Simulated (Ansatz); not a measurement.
**C₂H₁₀FHfN₃: vertical ionisation energy**

An exercise on one series of results from a longer session: the logs are not shown, and one member is left open.

Method: unrestricted cation, the program's frozen cores in correlated methods; program: Ansatz 0.2.0, Gaussian basis.

Levels to be run: UKS PBE-D4/def2-TZVPP; UKS r2SCAN-D4/def2-TZVPP; UKS PBE0-D4/def2-TZVPP; UKS B3LYP-D4/def2-TZVPP; UKS wB97X-V/def2-TZVPP; UKS wB97M-V/def2-TZVPP; UKS B2PLYP/def2-TZVPP; UHF-MP2/def2-TZVPP; UHF-MP2/def2-QZVPP; then −ε(HOMO) from the neutral's earlier runs with LDA (SPW92), PBE-D4, revPBE-D4, BLYP-D4, r2SCAN-D4, B97M-V, PBE0-D4, B3LYP-D4, r2SCANh-D4, r2SCAN0-D4, HSE06-D4, BHLYP-D4, CAM-B3LYP-D4, LC-ωPBE, ωB97X-V, ωB97M-V.

1 further run of the same task is left out (it didn't finish).

### Structure used throughout

All runs share one geometry, relaxed beforehand with PBE0-D4 in a triple-zeta def2 set. Hf takes the def2 core potential; no spin-orbit term is included.

SMILES `C[N](C)[Hf]([NH2])([NH2])[F]`, 17 atoms, charge 0, spin multiplicity 1.

Atoms are counted from 1 here; the program's logs count them from 0.

Bond lengths: C1–N2 1.445 Å, C1–H8 1.100 Å, C1–H9 1.098 Å, C1–H10 1.100 Å, N2–C3 1.440 Å, N2–Hf4 2.029 Å, C3–H11 1.100 Å, C3–H12 1.091 Å, C3–H13 1.100 Å, Hf4–N5 2.040 Å, Hf4–N6 2.041 Å, Hf4–F7 1.935 Å, N5–H14 1.011 Å, N5–H15 1.010 Å, N6–H16 1.011 Å, N6–H17 1.010 Å. Angles: N2–C1–H8 111.8°, N2–C1–H9 111.2°, N2–C1–H10 112.0°, H8–C1–H9 107.0°, H8–C1–H10 107.6°, H9–C1–H10 107.0°, C1–N2–C3 112.6°, C1–N2–Hf4 115.8°, C3–N2–Hf4 131.5°, N2–C3–H11 111.5°, N2–C3–H12 110.4°, N2–C3–H13 111.6°, H11–C3–H12 108.0°, H11–C3–H13 107.1°, H12–C3–H13 108.0°, N2–Hf4–N5 108.4°, N2–Hf4–N6 105.6°, N2–Hf4–F7 110.4° and more.

As a file:

```mol
C2H10FHfN3
  3D, bonds by distance, orders not assigned

 17 16  0  0  0  0  0  0  0  0999 V2000
    0.4846   -1.7926   -0.8662 C   0  0
    0.4348   -0.3681   -0.6267 N   0  0
    1.4886    0.3445   -1.3012 C   0  0
   -1.1108    0.2824    0.5158 Hf  0  0
   -1.1777    2.3189    0.4081 N   0  0
   -0.6369   -0.2443    2.4299 N   0  0
   -2.7705   -0.5177   -0.0770 F   0  0
    1.4220   -2.2356   -0.4994 H   0  0
   -0.3366   -2.3109   -0.3545 H   0  0
    0.3988   -2.0331   -1.9358 H   0  0
    2.4815    0.0129   -0.9625 H   0  0
    1.4072    1.4160   -1.1099 H   0  0
    1.4507    0.1898   -2.3900 H   0  0
   -1.6641    2.8555   -0.2971 H   0  0
   -0.8387    2.9534    1.1168 H   0  0
   -1.2781   -0.2449    3.2115 H   0  0
    0.2453   -0.6262    2.7382 H   0  0
  1  2  8  0
  2  3  8  0
  2  4  8  0
  4  5  8  0
  4  6  8  0
  4  7  8  0
  1  8  8  0
  1  9  8  0
  1 10  8  0
  3 11  8  0
  3 12  8  0
  3 13  8  0
  5 14  8  0
  5 15  8  0
  6 16  8  0
  6 17  8  0
M  END
```

The first run:

in.yaml reads:

```yaml
crystal:
  periodic: [false, false, false]
  atoms:
    - {symbol: C, position_ang: [0.484563, -1.792559, -0.866200]}
    - {symbol: N, position_ang: [0.434829, -0.368100, -0.626658]}
    - {symbol: C, position_ang: [1.488593, 0.344530, -1.301169]}
    - {symbol: Hf, position_ang: [-1.110835, 0.282372, 0.515826]}
    - {symbol: N, position_ang: [-1.177673, 2.318876, 0.408063]}
    - {symbol: N, position_ang: [-0.636934, -0.244277, 2.429940]}
    - {symbol: F, position_ang: [-2.770454, -0.517745, -0.076993]}
    - {symbol: H, position_ang: [1.421992, -2.235633, -0.499429]}
    - {symbol: H, position_ang: [-0.336569, -2.310878, -0.354458]}
    - {symbol: H, position_ang: [0.398780, -2.033103, -1.935822]}
    - {symbol: H, position_ang: [2.481457, 0.012879, -0.962534]}
    - {symbol: H, position_ang: [1.407155, 1.415956, -1.109930]}
    - {symbol: H, position_ang: [1.450716, 0.189832, -2.390044]}
    - {symbol: H, position_ang: [-1.664119, 2.855494, -0.297131]}
    - {symbol: H, position_ang: [-0.838658, 2.953424, 1.116825]}
    - {symbol: H, position_ang: [-1.278135, -0.244879, 3.211489]}
    - {symbol: H, position_ang: [0.245292, -0.626190, 2.738225]}
basis:
  gaussian: {orbitals: def2-TZVPP}
total_charge: 1
magnetization: {spin_polarized: true, initial_magnetization: 1}
hamiltonian: {xc: pbe, dispersion: d4}
```

Steps of the session up to this table: Cation, UKS PBE-D4/def2-TZVPP; Cation, UKS r2SCAN-D4/def2-TZVPP; Cation, UKS PBE0-D4/def2-TZVPP; Cation, UKS B3LYP-D4/def2-TZVPP; Cation, UKS wB97X-V/def2-TZVPP; Cation, UKS wB97M-V/def2-TZVPP; Cation, UKS B2PLYP (frozen core)/def2-TZVPP; Cation, UHF-MP2/def2-TZVPP; Cation, UHF-MP2/def2-QZVPP.

One of the session's tables, all rows but one given; the rest of the session is left out.

For comparison, −ε(HOMO) of the neutral from earlier runs:

| functional | −ε(HOMO) (eV) |
| --- | --- |
| LDA (SPW92) | 5.19 |
| PBE-D4 | 5.04 |
| revPBE-D4 | 4.98 |
| BLYP-D4 | 4.94 |
| r2SCAN-D4 | ? |
| B97M-V | 5.38 |
| PBE0-D4 | 6.30 |
| B3LYP-D4 | 6.11 |
| r2SCANh-D4 | 5.74 |
| r2SCAN0-D4 | 6.47 |
| HSE06-D4 | 5.90 |
| BHLYP-D4 | 7.51 |
| CAM-B3LYP-D4 | 7.67 |
| LC-ωPBE | 8.98 |
| ωB97X-V | 8.66 |
| ωB97M-V | 8.59 |

Estimate the missing values for r2SCAN-D4.

Worked estimate for «−ε(HOMO) (eV)». Against the share of exact exchange, r2SCANh-D4 (0.1, 5.74), r2SCAN0-D4 (0.25, 6.47) give a slope of 4.87 per unit share; at 0 the line stands at 5.25.

As computed: −ε(HOMO) (eV): 5.26. In «−ε(HOMO) (eV)» the line misses by -0.01.
